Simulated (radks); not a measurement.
# Ionisation energy and size from Rb⁺ to Pd⁺

An exercise on one series of results from a longer session: the logs are not shown, and one member is left open.

Method: Dirac Kohn-Sham, PBE, spin-unpolarised, spherical densities, point nucleus; open shells fill j = l - 1/2 first. Code: radks (a radial shooting solver on a logarithmic mesh, Libxc functionals) version 1.

### What is computed

| Property | Result |
| --- | --- |
| species | Rb⁺, Sr⁺, Zr⁺, Nb⁺, Mo⁺, Tc⁺, Ru⁺, Rh⁺, Pd⁺ |
| runs | 18, each species and its next ion |

The first run:

Settings of this run:

```text
Z 37
configuration [Kr]
relativity Dirac
functional pbe,pbe
spin unpolarised
j_filling energy
nucleus point
c 137.035999084
```

Among the steps run: Rb⁺, [Kr]; Rb²⁺, [Ar] 3d10 4s2 4p5; Sr⁺, [Kr] 5s1; Sr²⁺, [Kr]; Zr⁺, [Kr] 4d2 5s1; Zr²⁺, [Kr] 4d2; Nb⁺, [Kr] 4d4; Nb²⁺, [Kr] 4d3; Mo⁺, [Kr] 4d5; Mo²⁺, [Kr] 4d4; Tc⁺, [Kr] 4d5 5s1; Tc²⁺, [Kr] 4d5; Ru⁺, [Kr] 4d7; Ru²⁺, [Kr] 4d6; Rh⁺, [Kr] 4d8; Rh²⁺, [Kr] 4d7; Pd⁺, [Kr] 4d9; Pd²⁺, [Kr] 4d8.

One table of the session follows, with a row left open; its other results are not shown here.

| species | Δ-SCF (eV) | −ε(HOMO) (eV) | its <r> (bohr) |
| --- | --- | --- | --- |
| Rb⁺ | 27.289 | 21.360 | 1.73 |
| Sr⁺ | 11.005 | 8.347 | 3.90 |
| Zr⁺ | 12.923 | 9.927 | 3.43 |
| Nb⁺ | ? | ? | ? |
| Mo⁺ | 15.290 | 10.260 | 1.91 |
| Tc⁺ | 14.827 | 11.370 | 3.04 |
| Ru⁺ | 17.988 | 12.364 | 1.65 |
| Rh⁺ | 19.298 | 13.390 | 1.56 |
| Pd⁺ | 20.590 | 14.406 | 1.47 |

Estimate the missing values for Nb⁺.

The run gave: Δ-SCF (eV): 14.080; −ε(HOMO) (eV): 9.331; its <r> (bohr): 2.05. In the column «Δ-SCF (eV)» it lies between Zr⁺ (12.923) and Tc⁺ (14.827).

Elements between those listed are not part of this session, or gave no valid solution. Spin polarisation and multiplet splitting are left out, so open shells lie too high by an amount that depends on their filling.
